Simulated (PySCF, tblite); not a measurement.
**C5H11NOSi+ (doublet): geometry, infrared bands and EPR parameters**

What infrared bands and EPR parameters should C5H11NOSi+ (doublet) (`C[C@H]1CC[SiH2]N1C=[O+]`) show?

Programs: tblite 0.8.0 and PySCF 2.14.0, with density-fitted response routines of our own. Each step states its level of theory. These are calculated values for one molecule in the gas phase, unless marked as measured. Atoms count from 0, in the outputs and in this text.

### 1 The molecule as given

19 atoms, charge 1, multiplicity 2; geometry from: force field or distance geometry start.

Bonds of the start (Å): C0–C1 1.53, C1–C2 1.53, C2–C3 1.54, C3–Si4 1.90, Si4–N5 1.77, N5–C6 1.37, C6–O7 1.22, N5–C1 1.47, C0–H8 1.10, C0–H9 1.10, C0–H10 1.09, C1–H11 1.09, C2–H12 1.11, C2–H13 1.10, C3–H14 1.09, C3–H15 1.11, Si4–H16 1.48, Si4–H17 1.48, C6–H18 1.11.

### 2 Relaxing the molecule with GFN2-xTB

What the job is given:

```
{"job": {"kind": "relax", "xc": "GFN2-xTB", "basis": "xTB"}, "charge": 1, "multiplicity": 2}
C     -0.907200    -1.635100     0.444600
C     -0.142300    -0.738000    -0.537900
C     -1.012000     0.383500    -1.108700
C     -1.028800     1.570800    -0.124700
Si     0.735000     1.549900     0.580200
N      1.026300    -0.130800     0.118200
C      2.214100    -0.758100     0.362300
O      2.464900    -1.920600     0.075800
H     -1.281500    -1.071100     1.308800
H     -1.778700    -2.093300    -0.050100
H     -0.283100    -2.438500     0.828700
H      0.219500    -1.383500    -1.343700
H     -2.042800     0.049200    -1.328800
H     -0.574700     0.725500    -2.062200
H     -1.287000     2.515100    -0.604600
H     -1.745900     1.377000     0.703400
H      0.790700     1.714400     2.047000
H      1.654700     2.421700    -0.188300
H      2.968800    -0.129100     0.872500
```

The run is started by

```console
$ OMP_NUM_THREADS=1 python probes_run.py task.json out
```

This one command runs all jobs of the session in turn.

Output:

```text
step      E/eV     max force
  0    -668.69652    1.980
  1    -668.76387    1.911
  2    -668.80931    0.453
  3    -668.82534    0.369
  4    -668.84533    0.395
  5    -668.85715    0.312
  6    -668.87019    0.248
  7    -668.87496    0.246
  8    -668.87954    0.155
  9    -668.88214    0.153
 10    -668.88463    0.135
 11    -668.88691    0.151
 12    -668.88927    0.147
 13    -668.89138    0.120
 14    -668.89343    0.112
 15    -668.89570    0.164
 16    -668.89817    0.148
 17    -668.90037    0.132
 18    -668.90201    0.097
 19    -668.90325    0.081
 20    -668.90437    0.080
 21    -668.90528    0.076
 22    -668.90592    0.067
 23    -668.90644    0.056
 24    -668.90695    0.055
 25    -668.90740    0.048
 26    -668.90769    0.035
 27    -668.90786    0.032
 28    -668.90798    0.030
 29    -668.90812    0.037
 30    -668.90826    0.032
 31    -668.90839    0.023
 32    -668.90849    0.020
 33    -668.90857    0.024
 34    -668.90865    0.022
 35    -668.90871    0.016
 36    -668.90876    0.015
 37    -668.90880    0.015
 38    -668.90883    0.017
 39    -668.90888    0.014
 40    -668.90892    0.018
 41    -668.90896    0.015
 42    -668.90900    0.014
 43    -668.90903    0.014
 44    -668.90908    0.020
 45    -668.90914    0.019
 46    -668.90919    0.017
 47    -668.90924    0.017
 48    -668.90929    0.015
 49    -668.90933    0.018
 50    -668.90938    0.021
 51    -668.90942    0.022
 52    -668.90945    0.016
 53    -668.90949    0.014
 54    -668.90951    0.013
 55    -668.90953    0.010
 56    -668.90955    0.011
 57    -668.90957    0.013
 58    -668.90959    0.013
 59    -668.90960    0.013
 60    -668.90962    0.009
```

Wall time 0.56 s (1 thread of Intel Xeon 6975P-C, shared host).

Along the way: (not every step is listed)

```csv
step,energy from step 0 (eV),largest force (eV/Å)
0,0.0000,1.9797
1,-0.0674,1.9106
2,-0.1128,0.4530
3,-0.1288,0.3692
4,-0.1488,0.3952
5,-0.1606,0.3119
6,-0.1737,0.2478
7,-0.1784,0.2457
8,-0.1830,0.1551
12,-0.1928,0.1468
16,-0.2017,0.1484
20,-0.2079,0.0797
24,-0.2104,0.0553
28,-0.2115,0.0305
32,-0.2120,0.0200
36,-0.2122,0.0154
40,-0.2124,0.0180
44,-0.2126,0.0195
48,-0.2128,0.0147
52,-0.2129,0.0164
55,-0.2130,0.0103
56,-0.2130,0.0108
57,-0.2131,0.0128
58,-0.2131,0.0127
59,-0.2131,0.0127
60,-0.2131,0.0088
```

Close pairs (by a distance rule), those that changed most:

```csv
bond,before (Å),after (Å),change (Å)
C3–Si4,1.900,1.939,+0.039
C1–N5,1.471,1.440,-0.031
C6–O7,1.223,1.197,-0.026
C2–C3,1.542,1.517,-0.026
C3–H15,1.112,1.089,-0.023
Si4–H16,1.477,1.455,-0.022
Si4–N5,1.767,1.788,+0.021
Si4–H17,1.482,1.463,-0.019
```

The next job starts from the end point, and lists it.

### 3 Vibrational analysis with GFN2-xTB

What the job is given:

```
{"job": {"kind": "ir", "xc": "GFN2-xTB", "basis": "xTB"}, "charge": 1, "multiplicity": 2}
C     -0.873438    -1.592042     0.457900
C     -0.099942    -0.732677    -0.546953
C     -0.972064     0.404509    -1.103097
C     -1.066959     1.539538    -0.101748
Si     0.738310     1.603991     0.602236
N      1.027307    -0.077135     0.064984
C      2.120211    -0.821390     0.347210
O      2.339441    -1.939983    -0.018889
H     -1.249031    -0.985045     1.277762
H     -1.707313    -2.083314    -0.034742
H     -0.209001    -2.360379     0.849993
H      0.282995    -1.403729    -1.328222
H     -1.966738     0.010097    -1.322198
H     -0.516432     0.764330    -2.027353
H     -1.340142     2.481593    -0.569854
H     -1.787922     1.333655     0.688136
H      0.888216     1.697444     2.046069
H      1.555176     2.434188    -0.282729
H      2.827526    -0.264400     0.994034
```

Output:

```text
mode    cm-1     km/mol
  1      51.0      2.29
  2     113.2      6.54
  3     144.3      4.95
  4     170.4      5.30
  5     221.1      3.00
  6     250.8      9.06
  7     322.2      9.68
  8     334.6     16.42
  9     383.6     14.54
 10     396.3     45.90
 11     475.6     93.40
 12     502.2     21.37
 13     538.0     56.87
 14     590.0     70.13
 15     640.1      9.29
 16     702.4    131.50
 17     727.1     27.85
 18     740.9     27.30
 19     855.2     12.40
 20     894.0     43.02
 21     897.4      1.90
 22     934.4     50.39
 23     980.5    111.26
 24     992.4      5.26
 25    1006.7     36.66
 26    1044.0      5.93
 27    1076.2     36.52
 28    1086.5     13.64
 29    1127.6    101.93
 30    1190.9    128.74
 31    1204.5      6.65
 32    1258.3      6.75
 33    1282.8      6.42
 34    1289.2     33.10
 35    1380.1      6.32
 36    1394.5      4.40
 37    1425.6     25.97
 38    1447.3     19.99
 39    1460.6     14.82
 40    1707.2    141.10
 41    2264.5     53.09
 42    2357.6    153.48
 43    2733.6     35.87
 44    2892.8     14.12
 45    2965.1     36.67
 46    2984.6     11.01
 47    3003.1      7.04
 48    3026.7     14.08
 49    3027.7      6.98
 50    3047.7      9.15
 51    3063.9      0.77
```

Wall time 0.81 s (1 thread of Intel Xeon 6975P-C, shared host).

Which atoms move in the most intense modes:

```csv
cm⁻¹,km/mol,atoms
476,93.4,"Si4 29 %, O7 18 %, H17 11 %"
590,70.1,"C1 22 %, H17 15 %, C2 12 %"
702,131.5,"H17 37 %, H16 33 %"
980,111.3,"H9 28 %, C1 20 %, C0 13 %"
1128,101.9,"N5 42 %, C6 15 %, H14 13 %"
1191,128.7,"H12 26 %, N5 16 %, H14 11 %, C3 11 %"
1707,141.1,"C6 57 %, O7 42 %"
2358,153.5,H16 96 %
```

### 4 EPR parameters: B3LYP/pcH-1

The job, as its differences from that of step 3:

```diff
@@ -1,2 +1,2 @@
-{"job": {"kind": "ir", "xc": "GFN2-xTB", "basis": "xTB"}, "charge": 1, "multiplicity": 2}
+{"job": {"kind": "epr", "basis": "pcH-1"}, "charge": 1, "multiplicity": 2}
 C     -0.873438    -1.592042     0.457900
```

Method: UKS B3LYP, pcH-1 on C H N O Si, non-relativistic, mean-field spin-orbit, GIAO.

Output:

```text
UKS, coarse grid
  cycle   1  E = -616.15804410  |g| = 6.84e-01
  cycle   2  E = -614.70229335  |g| = 1.89e+00
  cycle   3  E = -616.31550805  |g| = 2.79e-01
  cycle   4  E = -616.34661589  |g| = 1.60e-01
  cycle   5  E = -616.35866294  |g| = 4.19e-02
  cycle   6  E = -616.35938822  |g| = 2.46e-02
  cycle   7  E = -616.35971527  |g| = 1.00e-02
  cycle   8  E = -616.35983065  |g| = 5.60e-03
  cycle   9  E = -616.35986873  |g| = 2.54e-03
  cycle  10  E = -616.35987814  |g| = 1.82e-03
  cycle  11  E = -616.35988136  |g| = 7.61e-04
UKS, final grid
  cycle   1  E = -616.35982396  |g| = 8.75e-04
  cycle   2  E = -616.35982472  |g| = 1.30e-03
  cycle   3  E = -616.35982587  |g| = 3.66e-04
  cycle   4  E = -616.35982666  |g| = 3.15e-04
  cycle   5  E = -616.35982843  |g| = 1.64e-04
  cycle   6  E = -616.35982854  |g| = 7.16e-05
  cycle   7  E = -616.35982854  |g| = 7.02e-05
  cycle   8  E = -616.35982854  |g| = 1.70e-05
E = -616.35982854 Eh   <S^2> = 0.7668 (exact 0.7500)
g shifts (ppm)      1          2          3
  rmc          -243       -243       -243
  gc             -2         36         48
  oz_so         788       3221      12885
  total         543       3015      12690
hyperfine (MHz)  atom isotope    a_iso     a_fc   dipolar eigenvalues
    0   13C      29.79      29.81    -10.16     -9.74     19.90
    1   13C     -19.70     -19.68     -9.27     -6.54     15.81
    2   13C       5.99       5.98     -4.08     -3.54      7.63
    3   13C      -0.63      -0.64     -3.05     -1.77      4.81
    4  29Si      29.05      29.09     -6.05      2.08      3.97
    5   14N      20.56      20.72    -25.23    -24.99     50.22
    6   13C     -38.86     -38.95    -22.32      7.34     14.98
    7   17O     -21.32     -19.57   -110.81     52.07     58.73
    8    1H      -4.97      -4.97     -5.21     -1.13      6.34
    9    1H       6.17       6.17     -4.93     -1.66      6.59
   10    1H       2.95       2.96     -6.41      2.67      3.74
   11    1H      78.98      79.01     -7.95     -1.19      9.15
   12    1H      18.49      18.48     -3.08     -0.67      3.75
   13    1H      12.08      12.08     -3.31     -0.40      3.70
   14    1H       2.93       2.92     -2.12     -0.99      3.11
   15    1H      -2.30      -2.30     -1.57     -1.34      2.91
   16    1H      26.22      26.22     -2.61     -0.98      3.59
   17    1H     119.91     119.91     -2.89     -0.82      3.71
   18    1H      58.68      58.63     -6.33     -0.06      6.40
```

It took 99 s on 1 thread of Intel Xeon 6975P-C, shared host; peak memory 1.1 GiB.

Principal g values 2.00286, 2.00533, 2.01501; g(iso) = 2.00774, against 2.00232 for a free electron.

Mean a(iso) over the nuclei that a row names, and the largest dipolar term of the row (other rows stand at the frozen geometry):

```csv
nuclei,isotope,a(iso) (MHz),"a(iso) (G, at g = 2.0023)",largest dipolar term (MHz)
H17,1H,119.9,42.8,3.7
H11,1H,79.0,28.2,9.1
H18,1H,58.7,20.9,6.4
C6,13C,-38.9,-13.9,-22.3
C0,13C,29.8,10.6,19.9
Si4,29Si,29.0,10.4,-6.1
H16,1H,26.2,9.4,3.6
O7,17O,-21.3,-7.6,-110.8
N5,14N,20.6,7.3,50.2
C1,13C,-19.7,-7.0,15.8
H12,1H,18.5,6.6,3.8
H13,1H,12.1,4.3,3.7
C2,13C,6.0,2.1,7.6
H14,1H,2.9,1.0,3.1
```

Mulliken spin populations:

C0 0.09; C1 0.01; C2 0.02; C3 0.02; Si4 -0.02; N5 0.53; C6 -0.13; O7 0.34; H8 0.00; H9 0.00; H10 0.00; H11 0.03; H12 0.01; H13 0.01; H14 0.00; H15 0.00; H16 0.01; H17 0.06; H18 0.02

In first order the couplings over 0.8 MHz of 1H, 14N give 3068 distinct lines over 130.2 G, if the averaged nuclei exchange fast; the same motion can average rows kept apart here too.

The fields below are evaluated on a grid from the run's orbitals.

ELF in a plane through or near 7 of the atoms.

Values, 10 rows by 14 columns:
```
0.00 0.00 0.00 0.00 0.00 0.00 0.00 0.00 0.00 0.00 0.00 0.00 0.00 0.00
0.00 0.00 0.00 0.00 0.00 0.00 0.01 0.00 0.00 0.00 0.00 0.00 0.00 0.00
0.00 0.00 0.00 0.00 0.01 0.26 0.78 0.03 0.04 0.40 0.00 0.00 0.00 0.00
0.00 0.00 0.00 0.00 0.02 0.07 0.17 0.05 0.95 0.99 0.11 0.00 0.00 0.00
0.00 0.00 0.04 0.18 0.02 0.42 0.27 0.90 0.20 0.57 0.07 0.06 0.00 0.00
0.00 0.08 0.71 0.55 0.70 0.39 0.81 0.18 0.30 0.52 0.98 0.99 0.10 0.00
0.00 0.07 0.64 0.62 0.22 0.66 0.77 0.52 0.22 0.27 0.48 0.65 0.01 0.00
0.00 0.00 0.00 0.14 0.95 0.51 0.03 0.90 1.00 0.94 0.02 0.00 0.00 0.00
0.00 0.00 0.00 0.00 0.06 0.01 0.01 0.66 0.98 0.86 0.02 0.00 0.00 0.00
0.00 0.00 0.00 0.00 0.00 0.00 0.00 0.00 0.01 0.00 0.00 0.00 0.00 0.00
```
The map spans 11.0 Å across and 10.4 Å up, centred on the molecule. Atoms in the plane (x, y in Å): C1 (-0.4, 0.7), C2 (1.1, 0.7), N5 (-0.7, -0.7), C6 (-2.0, -1.2), O7 (-2.9, -0.5), H12 (1.4, 1.8), H17 (1.0, -2.6).

On the surface of density 0.002 e/bohr³ the electrostatic potential runs, from the 1st to the 99th percentile, from 2.43 V near O7 to 6.23 V near H18.

The spin density lies nearest to N5 37 %; O7 26 %; C6 7 % (beta excess).

### 5 Results

```
                                 quantity                  value
strongest single infrared mode (GFN2-xTB)  2358 cm⁻¹, 153 km/mol
             zero-point energy (GFN2-xTB)          92.4 kcal/mol
                           g(iso) (B3LYP)                2.00774
                                     ⟨S²⟩     0.767 (exact 0.75)
       largest a(iso) (averaged by class)   1H on H17, 119.9 MHz
```

In words: Over 60 steps the energy fell by 0.213 eV; of the close pairs, C3–Si4 changed most, 1.900 to 1.939 Å. No mode is imaginary among the 51: a minimum at this level. The strongest single mode, at 2358 cm⁻¹, moves mainly H16. GFN2-xTB is a fitted tight-binding method: band positions and strengths are rough. Its intensities can rank the bands wrongly. N5 carries the largest spin population, 0.53 e. The isotropic g lies 5.4 ppt above the free-electron value. The conformer search (at its own cheap level) found a structure 10.2 kcal/mol lower, too far down for a turn about a bond: it may have other bonds, so these spectra needn't be the molecule's.
